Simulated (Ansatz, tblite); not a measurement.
**C₉H₁₃BFO₄−: rung by rung**

Aim: run the singlet of C₉H₁₃BFO₄− at one geometry on many levels, and compare frontier levels, spin and run time.

Program: Ansatz 0.2.0, Gaussian basis. Level of theory: as each input shows. These are calculated values, not measurements.

Levels to be run: GFN1-xTB, GFN2-xTB, PBE-D4/def2-SVP, r2SCAN-D4/def2-SVP, PBE-D4/def2-SVPD, PBE0-D4/def2-SVPD, HF/STO-3G, HF/6-31G, B3LYP-D4/6-31G.

4 further runs of the same task are left out: 4 that didn't finish. Runs told in other sessions of the task aren't counted.

### 1 The geometry

The geometry is that of the singlet, from an earlier relaxation (PBE-D4/def2-SVP).

28 atoms, charge -1, spin multiplicity 1.

Bond lengths: C1–O2 1.389 Å, C1–H16 1.117 Å, C1–H17 1.121 Å, C1–H18 1.122 Å, O2–B3 1.465 Å, B3–O4 1.465 Å, B3–O6 1.460 Å, B3–O8 1.524 Å, O4–C5 1.391 Å, C5–H19 1.122 Å, C5–H20 1.117 Å, C5–H21 1.120 Å, O6–C7 1.390 Å, C7–H22 1.122 Å, C7–H23 1.117 Å, C7–H24 1.119 Å, O8–C9 1.326 Å, C9–C10 1.423 Å and more. Angles: O2–C1–H16 109.9°, O2–C1–H17 113.0°, O2–C1–H18 113.0°, H16–C1–H17 107.4°, H16–C1–H18 107.3°, H17–C1–H18 106.0°, C1–O2–B3 116.6°, O2–B3–O4 113.6°, O2–B3–O6 109.4°, O2–B3–O8 106.3°, O4–B3–O6 109.3°, O4–B3–O8 106.8°, O6–B3–O8 111.4°, B3–O4–C5 115.4°, O4–C5–H19 112.9°, O4–C5–H20 109.8°, O4–C5–H21 112.9°, H19–C5–H20 107.3° and more.

The ion is computed in the gas phase, without counter-ions or solvent.

PBE0-D4/def2-SVP was run before; its log isn't repeated, and its numbers join the tables.

### 2 GFN1-xTB

Tight binding, by tblite at 300 K electronic temperature and without a spin-polarisation term:

```python
tblite.interface.Calculator('GFN1-xTB', numbers, positions, charge=-1, uhf=0).singlepoint()
```

Energy -1408.8527 eV, HOMO -7.08 eV, LUMO -3.60 eV; 0.022 s.

### 3 GFN2-xTB

Tight binding, by tblite at 300 K electronic temperature and without a spin-polarisation term:

```python
tblite.interface.Calculator('GFN2-xTB', numbers, positions, charge=-1, uhf=0).singlepoint()
```

Energy -1318.7535 eV, HOMO -6.25 eV, LUMO -2.82 eV; 0.018 s.

### 4 PBE-D4/def2-SVP

start.molden holds the orbitals of an earlier run on this state, given as this run's starting guess.

in.yaml

```yaml
crystal:
  periodic: [false, false, false]
  atoms:
    - {symbol: C, position_ang: [-2.813108, -1.248187, -1.140416]}
    - {symbol: O, position_ang: [-2.540170, -0.179411, -0.295805]}
    - {symbol: B, position_ang: [-1.199193, -0.132014, 0.290986]}
    - {symbol: O, position_ang: [-0.867297, -1.313249, 1.091526]}
    - {symbol: C, position_ang: [-1.665250, -1.518033, 2.212529]}
    - {symbol: O, position_ang: [-1.073703, 1.063596, 1.119336]}
    - {symbol: C, position_ang: [-1.346744, 2.286664, 0.517000]}
    - {symbol: O, position_ang: [-0.221230, -0.104075, -0.877703]}
    - {symbol: C, position_ang: [1.089771, 0.042909, -0.744678]}
    - {symbol: C, position_ang: [1.874168, 0.169856, -1.925367]}
    - {symbol: C, position_ang: [3.265544, 0.332465, -1.872559]}
    - {symbol: C, position_ang: [3.901571, 0.376080, -0.627572]}
    - {symbol: F, position_ang: [5.258045, 0.535265, -0.567329]}
    - {symbol: C, position_ang: [3.163469, 0.254865, 0.555797]}
    - {symbol: C, position_ang: [1.773351, 0.088917, 0.505103]}
    - {symbol: H, position_ang: [-3.880185, -1.209196, -1.469986]}
    - {symbol: H, position_ang: [-2.177313, -1.249471, -2.063460]}
    - {symbol: H, position_ang: [-2.651245, -2.244810, -0.651669]}
    - {symbol: H, position_ang: [-2.749939, -1.653590, 1.958587]}
    - {symbol: H, position_ang: [-1.332890, -2.439344, 2.749661]}
    - {symbol: H, position_ang: [-1.621224, -0.667327, 2.939563]}
    - {symbol: H, position_ang: [-0.596786, 2.566353, -0.269972]}
    - {symbol: H, position_ang: [-1.328256, 3.097899, 1.284577]}
    - {symbol: H, position_ang: [-2.349252, 2.309511, 0.021081]}
    - {symbol: H, position_ang: [1.347367, 0.134606, -2.891360]}
    - {symbol: H, position_ang: [3.867466, 0.428226, -2.789850]}
    - {symbol: H, position_ang: [3.693710, 0.288758, 1.520833]}
    - {symbol: H, position_ang: [1.179315, -0.017265, 1.421164]}
basis:
  gaussian: {orbitals: def2-SVP, initial_orbitals: start.molden}
total_charge: -1
hamiltonian: {xc: pbe, dispersion: d4}
scf: {omitted_lower_state_checks: [starts]}
output: {forces: true, orbitals: {seedname: orbitals}}
```

The run is started by

```
$ ansatz run in.yaml --threads 4 --pin off --events-out ev --progress --plain --max-ram 6963MiB
```

The runs that follow: r2SCAN-D4/def2-SVP; PBE-D4/def2-SVPD; PBE0-D4/def2-SVPD; HF/STO-3G; HF/6-31G; B3LYP-D4/6-31G.

Q: Predict the results of all the runs planned. Wanted: gap in def2-SVP, named functionals, smallest and largest; PBE0 total energy, smallest basis above largest.

The runs gave:

| quantity | value |
| --- | --- |
| gap in def2-SVP, named functionals, smallest and largest | 3.52 eV (PBE-D4), 5.47 eV (PBE0-D4) |
| PBE0 total energy, smallest basis above largest | 1.44 eV (def2-SVP, def2-SVPD) |

Over the named functionals in def2-SVP the gap runs from 3.52 eV (PBE-D4) to 5.47 eV (PBE0-D4); exact exchange widens it.
